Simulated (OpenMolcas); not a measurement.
**Re⁴⁺ with 6 ligands (ammonia): CASSCF and CASPT2 levels and susceptibility**

Aim: the ligand-field states of Re⁴⁺ in this surrounding, its lowest levels with spin-orbit coupling and its magnetic susceptibility.

Program: OpenMolcas 26.06. Level of theory: state-averaged CASSCF and CASPT2, spin-orbit coupling by RASSI with atomic mean-field integrals. These are calculated values, not measurements, unless marked.

## 1. What is computed

| Property | Result |
| --- | --- |
| Species | Re⁴⁺ (rhenium, Z = 75, 71 electrons) |
| Basis | ANO-RCC-VTZP [8s7p5d3f2g1h], 278 functions with the ligands |
| Scalar Hamiltonian | DKH2, point nucleus |
| Inactive shells | 1s 2s 2p 3s 3p 3d 4s 4p 4d 4f 5s 5p of the metal, and all ligand shells |
| Active space | 3 electrons in 5 orbitals (5d) |
| Some configurations of this space | 5d3 |
| Orbitals | optimised for each spin and parity, averaged over all roots |

The outer shells:

5d3
```
5d [↑ ][↑ ][↑ ][  ][  ]
```

Re⁴⁺ is taken with 6 ligands (ammonia) in octahedron coordination (S6) at 2.05 Å. Ligand basis ANO-RCC-VDZP. The distances are assumed, not relaxed.

```xyz
25

Re    0.0000    0.0000    0.0000
N     2.0500    0.0000    0.0000
H     2.4321    0.9457    0.0000
H     2.4321   -0.4729    0.8190
H     2.4321   -0.4729   -0.8190
N     0.0000    2.0500    0.0000
H     0.0000    2.4321    0.9457
H     0.8190    2.4321   -0.4729
H    -0.8190    2.4321   -0.4729
N    -2.0500    0.0000    0.0000
H    -2.4321   -0.9457    0.0000
H    -2.4321    0.4729   -0.8190
H    -2.4321    0.4729    0.8190
N     0.0000   -2.0500    0.0000
H     0.0000   -2.4321   -0.9457
H    -0.8190   -2.4321    0.4729
H     0.8190   -2.4321    0.4729
N     0.0000    0.0000    2.0500
H     0.9457    0.0000    2.4321
H    -0.4729    0.8190    2.4321
H    -0.4729   -0.8190    2.4321
N     0.0000    0.0000   -2.0500
H    -0.9457    0.0000   -2.4321
H     0.4729   -0.8190   -2.4321
H     0.4729    0.8190   -2.4321
```

Each step is its own input file, run in one work folder so that later steps find the files of earlier ones. Labels, J, g values, rates, χT and fits are worked out afterwards by a script from the matrices that RASSI stores.

## 2. GATEWAY and SEWARD: basis and integrals

Contents of a.inp:

```
&GATEWAY
Coord
25

Re 0.0 0.0 0.0
N 2.050000 0.000000 0.000000
H 2.432099 0.945728 0.000000
H 2.432099 -0.472864 0.819024
H 2.432099 -0.472864 -0.819024
N 0.000000 2.050000 0.000000
H 0.000000 2.432099 0.945728
H 0.819024 2.432099 -0.472864
H -0.819024 2.432099 -0.472864
N -2.050000 0.000000 0.000000
H -2.432099 -0.945728 0.000000
H -2.432099 0.472864 -0.819024
H -2.432099 0.472864 0.819024
N 0.000000 -2.050000 0.000000
H 0.000000 -2.432099 -0.945728
H -0.819024 -2.432099 0.472864
H 0.819024 -2.432099 0.472864
N 0.000000 0.000000 2.050000
H 0.945728 0.000000 2.432099
H -0.472864 0.819024 2.432099
H -0.472864 -0.819024 2.432099
N 0.000000 0.000000 -2.050000
H -0.945728 0.000000 -2.432099
H 0.472864 -0.819024 -2.432099
H 0.472864 0.819024 -2.432099
Basis=Re.ANO-RCC-VTZP,H.ANO-RCC-VDZP,N.ANO-RCC-VDZP
Group=XYZ
NoMove
AngMom=0.0 0.0 0.0
AMFI
RICD
&SEWARD
```

On the command line:

```
$ OMP_NUM_THREADS=1 MOLCAS_MEM=3686 MOLCAS_PROJECT=a pymolcas a.inp > a.log
```

The log of the run:

```text
Basis set label: RE.ANO-RCC...8S7P5D3F2G1H.

      Electronic valence basis set:
      ------------------
      Associated Effective Charge  75.000000 au
      Associated Actual Charge     75.000000 au
      Nuclear Model: Point charge

      Shell  nPrim  nBasis  Cartesian Spherical Contaminant
         s      24       8        X
         p      21       7        X
         d      15       5                 X
         f      11       3                 X
         g       4       2                 X
         h       2       1                 X
                  Relativistic Douglas-Kroll-Hess integrals:
                    - DKH order of Hamiltonian: 2
                    - DKH order of Properties : 0
                  Atomic mean-field integrals
```

## 3. CASSCF: quartets of even parity, 10 roots

Contents of a.inp:

```
&RASSCF
FileOrb=start.orb
Symmetry=1
Spin=4
nActEl=3 0 0
Inactive=30 34
Ras2=5 0
CIRoot=10 10 1
SDav=10
CIMx=300
Iter=150 100
PrWF=0.3
OrbListing=Nothing
MaxOrb=1
LevShft=1.0
>>> COPY $Project.JobIph JOB001
```

On the command line:

```
$ OMP_NUM_THREADS=1 MOLCAS_MEM=3686 MOLCAS_PROJECT=a pymolcas a.inp > a.log
```

start.orb holds start orbitals that the driver prepared beforehand, or those of the step before.

The log of the run (excerpt; [...] marks lines left out):

```text
[...]
      Number of active orbitals                  5
[...]
      Spin quantum number                      1.5
[...]
      Active orbitals                            5   0
[...]
      Number of CSFs                            10
      Number of root(s) required                10
[...]
      Convergence after 14 iterations
[...]
      Natural orbitals and occupation numbers for root  1
      sym 1:   1.000000   1.000000   0.000000   1.000000   0.000000
      Natural orbitals and occupation numbers for root  2
      sym 1:   0.499973   0.499973   0.500027   1.000000   0.500027
      Natural orbitals and occupation numbers for root  3
      sym 1:   0.265275   0.734725   0.265275   1.000000   0.734725
::    RASSCF root number  1 Total energy: -17012.50651025
::    RASSCF root number  2 Total energy: -17012.26483256
::    RASSCF root number  3 Total energy: -17012.26383373
[...]
::    RASSCF root number  7 Total energy: -17012.23055241
::    RASSCF root number  8 Total energy: -17012.01295585
::    RASSCF root number  9 Total energy: -17012.01081222
::    RASSCF root number 10 Total energy: -17012.01081222
```

## 4. CASSCF: doublets of even parity, 40 roots

Contents of a.inp:

```
&RASSCF
FileOrb=start.orb
Symmetry=1
Spin=2
nActEl=3 0 0
Inactive=30 34
Ras2=5 0
CIRoot=40 40 1
SDav=40
CIMx=300
Iter=150 100
PrWF=0.3
OrbListing=Nothing
MaxOrb=0
LevShft=1.0
>>> COPY $Project.JobIph JOB002
```

The log of the run (excerpt; [...] marks lines left out):

```text
[...]
      Number of active orbitals                  5
[...]
      Spin quantum number                      0.5
[...]
      Active orbitals                            5   0
[...]
      Number of CSFs                            40
      Number of root(s) required                40
[...]
      Convergence after 11 iterations
[...]
      Natural orbitals and occupation numbers for root  1
      sym 1:   1.087526   0.995147   0.000739   0.911000   0.005588
      Natural orbitals and occupation numbers for root  2
      sym 1:   0.988947   0.914420   0.005565   1.090308   0.000760
      Natural orbitals and occupation numbers for root  3
      sym 1:   0.999674   0.999674   0.000859   0.998933   0.000859
::    RASSCF root number  1 Total energy: -17012.44032205
::    RASSCF root number  2 Total energy: -17012.44032205
::    RASSCF root number  3 Total energy: -17012.43908718
[...]
::    RASSCF root number 27 Total energy: -17011.97212986
::    RASSCF root number 28 Total energy: -17011.97042613
::    RASSCF root number 29 Total energy: -17011.97042613
::    RASSCF root number 30 Total energy: -17011.96480657
```

## 5. State interaction with spin-orbit coupling

Contents of a.inp:

```
&RASSI
NrOfJobIphs=2 10 40
1 2 3 4 5 6 7 8 9 10
1 2 3 4 5 6 7 8 9 10 11 12 13 14 15 16 17 18 19 20 21 22 23 24 25 26 27
28 29 30 31 32 33 34 35 36 37 38 39 40
IphNames
JOB001
JOB002
EJob
SpinOrbit
DIPRint=1.0
SOCoupling=1000.0
Subsets=2
Property=9
'ANGMOM' 1 'ANGMOM' 2 'ANGMOM' 3 'MLTPL  1' 1 'MLTPL  1' 2 'MLTPL  1' 3
'AMFI' 1 'AMFI' 2 'AMFI' 3
SOProperty=3
'ANGMOM' 1 'ANGMOM' 2 'ANGMOM' 3
```

The log of the run:

```text
SPIN-FREE ENERGIES:
  (Shifted by EMIN (a.u.) =     -17012.5065102489)

 SF State       Relative EMIN(au)   Rel lowest level(eV)    D:o, cm**(-1)

     1             0.0000000000        0.0000000000              0.0000
    11             0.0661881957        1.8010725569          14526.6298
    12             0.0661881957        1.8010725569          14526.6298
    13             0.0674230645        1.8346750506          14797.6522
    14             0.0676306049        1.8403225107          14843.2021
    15             0.0676306049        1.8403225107          14843.2021
    16             0.1075008356        2.9252467579          23593.7063
    17             0.1075008356        2.9252467579          23593.7063
    18             0.1077623419        2.9323627075          23651.1003
     2             0.2416776882        6.5763849194          53042.1215
     3             0.2426765226        6.6035645901          53261.3403
     4             0.2426765226        6.6035645901          53261.3403
     5             0.2749375819        7.4814327358          60341.8244
     6             0.2759578368        7.5091952861          60565.7445
     7             0.2759578368        7.5091952861          60565.7445
    19             0.2918640111        7.9420243361          64056.7462
    20             0.2942910830        8.0080683278          64589.4270
    21             0.2951029878        8.0301613830          64767.6195
    22             0.2951029878        8.0301613830          64767.6195
    23             0.3011790478        8.1954993996          66101.1605
    24             0.3011790478        8.1954993996          66101.1605
    25             0.3018329512        8.2132930176          66244.6757
    26             0.3100209322        8.4360993308          68041.7298
    27             0.3100209322        8.4360993308          68041.7298
    28             0.3186061166        8.6697140994          69925.9600
    29             0.3192043799        8.6859936725          70057.2636
    30             0.3192043799        8.6859936725          70057.2636
    31             0.3385975213        9.2137079332          74313.5662
    32             0.3385975213        9.2137079332          74313.5662
    33             0.3396501802        9.2423522431          74544.5981
    34             0.3487880360        9.4910059663          76550.1256
    35             0.3976404503       10.8203478806          87271.9912
    36             0.3976404503       10.8203478806          87271.9912
     8             0.4935544009       13.4302994376         108322.6702
    10             0.4956980248       13.4886304129         108793.1412
     9             0.4956980248       13.4886304129         108793.1412
    37             0.5343803901       14.5412311981         117282.9391
    38             0.5360841187       14.5875920153         117656.8643
    39             0.5360841187       14.5875920153         117656.8643
    40             0.5417036774       14.7405079953         118890.2149
Eigenvalues of complex Hamiltonian:
   -----------------------------------
  (Shifted by EMIN (a.u.) =     -17012.5065102489)

 SO State       Relative EMIN(au)   Rel lowest level(eV)    D:o, cm**(-1)

     1            -0.0043194204        0.0000000000              0.0000
     2            -0.0043194204        0.0000000000              0.0000
     3            -0.0042860790        0.0009072663              7.3176
     4            -0.0042860790        0.0009072663              7.3176
     5             0.0586052231        1.7122667782          13810.3629
     6             0.0586052231        1.7122667782          13810.3629
     7             0.0599096852        1.7477630011          14096.6593
     8             0.0599096852        1.7477630011          14096.6593
     9             0.0631702631        1.8364878437          14812.2734
    10             0.0631702631        1.8364878437          14812.2734
    11             0.0632999553        1.8400169487          14840.7375
    12             0.0632999553        1.8400169487          14840.7375
    13             0.0658844615        1.9103449464          15407.9711
    14             0.0658844615        1.9103449464          15407.9711
    15             0.1074158173        3.0404707106          24523.0501
    16             0.1074158173        3.0404707106          24523.0501
    17             0.1107658383        3.1316294244          25258.2947
    18             0.1107658383        3.1316294244          25258.2947
    19             0.1117984543        3.1597283375          25484.9277
    20             0.1117984543        3.1597283375          25484.9277
    21             0.2349092500        6.5097437497          52504.6242
    22             0.2349092500        6.5097437497          52504.6242
    23             0.2374153037        6.5779369462          53054.6395
    24             0.2374153037        6.5779369462          53054.6395
    25             0.2378920338        6.5909094326          53159.2696
    26             0.2378920338        6.5909094326          53159.2696
    27             0.2413039624        6.6837527398          53908.1014
    28             0.2413039624        6.6837527398          53908.1014
    29             0.2413713921        6.6855875954          53922.9005
    30             0.2413713921        6.6855875954          53922.9005
    31             0.2440931970        6.7596516802          54520.2676
    32             0.2440931970        6.7596516802          54520.2676
    33             0.2674690033        7.3957397727          59650.6641
    34             0.2674690033        7.3957397727          59650.6641
    35             0.2727432479        7.5392592805          60808.2270
    36             0.2727432479        7.5392592805          60808.2270
    37             0.2734394291        7.5582033353          60961.0211
    38             0.2734394291        7.5582033353          60961.0211
    39             0.2761919765        7.6331039659          61565.1354
    40             0.2761919765        7.6331039659          61565.1354
    41             0.2786191891        7.6991517851          62097.8470
Weights of the five most important spin-orbit-free states for each spin-orbit state.

 SO State  Total energy (au)           Spin-free states, spin, and weights
 -------------------------------------------------------------------------------------------------------
    1        -0.004319       1 1.5  0.9694   17 0.5  0.0100   16 0.5  0.0100    2 1.5  0.0039    3 1.5  0.0012
    2        -0.004319       1 1.5  0.9694   17 0.5  0.0100   16 0.5  0.0100    2 1.5  0.0039    3 1.5  0.0012
    3        -0.004286       1 1.5  0.9702   18 0.5  0.0132   16 0.5  0.0034   17 0.5  0.0034    4 1.5  0.0029
    4        -0.004286       1 1.5  0.9702   18 0.5  0.0132   16 0.5  0.0034   17 0.5  0.0034    4 1.5  0.0029
    5         0.058605      11 0.5  0.2279   12 0.5  0.2279   15 0.5  0.2152   14 0.5  0.2152   16 0.5  0.0455
    6         0.058605      11 0.5  0.2279   12 0.5  0.2279   15 0.5  0.2152   14 0.5  0.2152   16 0.5  0.0455
    7         0.059910      13 0.5  0.3499   12 0.5  0.2122   11 0.5  0.2122   18 0.5  0.0703   14 0.5  0.0483
    8         0.059910      13 0.5  0.3499   12 0.5  0.2122   11 0.5  0.2122   18 0.5  0.0703   14 0.5  0.0483
    9         0.063170      13 0.5  0.3205   11 0.5  0.2536   12 0.5  0.2536   15 0.5  0.0806   14 0.5  0.0806
   10         0.063170      13 0.5  0.3205   11 0.5  0.2536   12 0.5  0.2536   15 0.5  0.0806   14 0.5  0.0806
   11         0.063300      12 0.5  0.2483   11 0.5  0.2483   14 0.5  0.2432   15 0.5  0.2432   17 0.5  0.0033
   12         0.063300      12 0.5  0.2483   11 0.5  0.2483   14 0.5  0.2432   15 0.5  0.2432   17 0.5  0.0033
```

These steps took 2.5 min in all on 1 thread of Arm Neoverse V2, shared host.

Spin-free states:

```csv
state,degeneracy,E (cm-1)
quartet,1,0
doublet,2,14527
doublet,1,14798
doublet,2,14843
doublet,2,23594
doublet,1,23651
quartet,1,53042
quartet,2,53261
quartet,1,60342
quartet,2,60566
doublet,1,64057
doublet,1,64589
doublet,2,64768
doublet,2,66101
doublet,1,66245
doublet,2,68042
doublet,1,69926
doublet,2,70057
doublet,2,74314
doublet,1,74545
doublet,1,76550
doublet,2,87272
quartet,1,108323
quartet,2,108793
```

With spin-orbit coupling:

| E (cm-1) | Degeneracy | 2S+1 | g |
| --- | --- | --- | --- |
| 0.0 | 2 | 4 | 0.00 0.00 5.59 |
| 7.3 | 2 | 4 | 1.88 3.73 3.73 |
| 13810 | 2 | 2 | 0.00 0.00 3.04 |
| 14097 | 2 | 2 | 1.29 2.67 2.67 |
| 14812 | 2 | 2 | 0.61 0.61 0.91 |
| 14841 | 2 | 2 | 0.00 0.00 2.24 |
| 15408 | 2 | 2 | 0.42 0.45 0.45 |
| 24523 | 2 | 2 | 1.36 1.36 2.82 |
| 25258 | 2 | 2 | 0.27 0.27 0.90 |
| 25485 | 2 | 2 | 0.00 0.00 0.40 |
| 52505 | 2 | 4 | 2.63 2.75 2.75 |
| 53055 | 2 | 4 | 0.00 0.00 4.43 |
| 53159 | 2 | 4 | 1.28 2.81 2.81 |
| 53908 | 2 | 4 | 1.06 1.96 1.96 |
| 53923 | 2 | 4 | 0.00 0.00 2.71 |
| 54520 | 2 | 4 | 1.74 1.74 3.81 |
| 59651 | 2 | 4 | 2.80 3.03 3.03 |
| 60808 | 2 | 4 | 0.00 0.00 4.47 |
| 60961 | 2 | 4 | 2.06 2.44 2.44 |
| 61565 | 2 | 4 | 1.70 1.70 1.93 |
| 62098 | 2 | 4 | 0.00 0.00 3.68 |
| 62112 | 2 | 4 | 1.12 1.12 3.67 |
| 64537 | 2 | 2 | 1.36 1.36 1.58 |
| 64908 | 2 | 2 | 0.57 1.70 1.70 |

The table of states holds 24 of 33 computed; the rest, higher up, is left out. Principal g values are given for doublets only; a zero marks a field direction without first-order Zeeman splitting.

Powder χT (cm³ K/mol): 1.22 at 2 K, 1.47 at 5 K, 1.58 at 10 K, 1.62 at 20 K, 1.63 at 50 K, 1.64 at 100 K, 1.64 at 150 K, 1.64 at 200 K, 1.64 at 250 K, 1.64 at 300 K.

The orbitals of the open shell are 68 to 89 % metal; the Mulliken charge of the metal is +2.15 e.

## 6. CASPT2: IPEA 0.25, imaginary shift 0.1 (closed shells correlated: 5s 5p of the metal, with ligand shells; the Frozen line counts the rest)

Contents of a.inp:

```
>>> COPY JOB001 $Project.JobIph
&CASPT2
Multistate=10 1 2 3 4 5 6 7 8 9 10
NoMult
Frozen=17 19
IPEA=0.25
Imaginary=0.1
MaxIter=60
WThr=0.0 0.3 0.05
PrWF=0.5
NoMix
>>> COPY JOB002 $Project.JobIph
&CASPT2
Multistate=40 1 2 3 4 5 6 7 8 9 10 11 12 13 14 15 16 17 18 19 20 21 22
23 24 25 26 27 28 29 30 31 32 33 34 35 36 37 38 39 40
NoMult
Frozen=17 19
IPEA=0.25
Imaginary=0.1
MaxIter=60
WThr=0.0 0.3 0.05
PrWF=0.5
NoMix
```

On the command line:

```
$ OMP_NUM_THREADS=1 MOLCAS_MEM=3686 MOLCAS_PROJECT=a pymolcas a.inp > a.log
```

The log of the run (excerpt; [...] marks lines left out):

```text
[...]
      Active orbitals                            5   0
[...]
      E2 (Variational):          -1.6235973926
      Total energy:          -17014.1301076415
[...]
::    CASPT2 Root  1     Total energy: -17014.13010764
::    CASPT2 Root  2     Total energy: -17013.87530554
[...]
::    CASPT2 Root 27     Total energy: -17013.58164106
::    CASPT2 Root 28     Total energy: -17013.58028860
::    CASPT2 Root 29     Total energy: -17013.58007728
::    CASPT2 Root 30     Total energy: -17013.57882276
```

Time for this run: 18 min (1 thread of Arm Neoverse V2, shared host).

SS-CASPT2: lowest energy less the reference's lowest, -1.6236 hartree; reference weights 0.683 to 0.695.

States without spin-orbit coupling:

```
  state  degeneracy  E (cm-1)
quartet           1         0
doublet           2     11270
doublet           2     11463
doublet           1     11591
doublet           2     19034
doublet           1     19036
quartet           1     55923
quartet           2     56262
quartet           1     61314
quartet           2     61742
doublet           1     64188
doublet           1     64194
doublet           2     64422
doublet           2     65513
doublet           1     65600
doublet           2     67442
doublet           1     68015
doublet           2     68227
doublet           2     71592
doublet           1     71690
doublet           1     73309
doublet           2     82632
quartet           1    113690
quartet           2    114539
```

With spin-orbit coupling:

```csv
E (cm-1),Degeneracy,2S+1,g
0,2,4,0.00 0.00 5.52
10,2,4,1.86 3.69 3.69
10570,2,2,0.00 0.00 3.20
10880,2,2,1.32 2.55 2.55
11660,2,2,0.00 0.00 1.99
11690,2,2,0.54 0.54 1.05
12230,2,2,0.35 0.50 0.50
20130,2,2,1.59 1.59 2.50
21060,2,2,0.01 0.01 0.55
21300,2,2,0.00 0.00 0.45
55460,2,4,2.45 2.71 2.71
55840,2,4,0.00 0.00 4.27
56030,2,4,1.12 2.65 2.65
56660,2,4,0.76 1.76 1.76
56690,2,4,0.00 0.00 2.31
57390,2,4,1.69 1.69 3.67
60690,2,4,2.67 2.94 2.94
61750,2,4,0.00 0.00 3.86
61910,2,4,1.50 1.50 2.04
62410,2,4,1.18 1.18 1.71
63300,2,4,0.00 0.00 3.22
63380,2,4,0.43 0.43 3.72
64420,2,2,0.68 0.68 0.93
64830,2,2,0.72 1.66 1.66
```

Powder χT (cm³ K/mol): 1.13 at 2 K, 1.34 at 5 K, 1.50 at 10 K, 1.57 at 20 K, 1.59 at 50 K, 1.60 at 100 K, 1.60 at 150 K, 1.60 at 200 K, 1.60 at 250 K, 1.60 at 300 K.

## 7. The methods side by side

A. CASSCF
B. SS-CASPT2, IPEA 0.25, imaginary shift 0.1 (closed shells correlated: 5s 5p of the metal, with ligand shells; the Frozen line counts the rest)

| method | ground state | first state of that spin (cm-1) | first gap with spin-orbit (cm-1) | χT at 300 K |
| --- | --- | --- | --- | --- |
| A | quartet | quartet 53040 | 7.3 | 1.64 |
| B | quartet | quartet 55920 | 10.3 | 1.60 |

## 8. Summary of results

| quantity | value |
| --- | --- |
| method | SS-CASPT2, IPEA 0.25, imaginary shift 0.1 (closed shells correlated: 5s 5p of the metal, with ligand shells; the Frozen line counts the rest) |
| spin-free ground state | quartet, 1-fold in its orbital part |
| first state of the same spin within the active space | quartet at 55900 cm⁻¹ |
| lowest level | 2-fold, g = 0.00, 0.00, 5.52 |
| next level | 10.3 cm⁻¹ |
| χT at 300 K | 1.60 cm³ K/mol |
| effective moment at 300 K | 3.58 μB |

Cost by method:

```
                                              method  time of its own steps  time with the reference
                                           A. CASSCF                2.5 min                  2.5 min
B. SS-CASPT2, IPEA 0.25, imaginary shift 0.1, +5s 5p                 18 min                   20 min
```

Times are of one thread on a shared host.

In words: The spin-free ground state (quartet) is 1-fold and keeps the highest spin of the shell. χT at 300 K is 1.60, against 1.88 cm³ K/mol for the spin alone, so spin-orbit coupling lowers it. CASPT2 does not keep the components of a term degenerate, and the means are used. The bonds are covalent and no ligand orbital is active, so the numbers are rough.
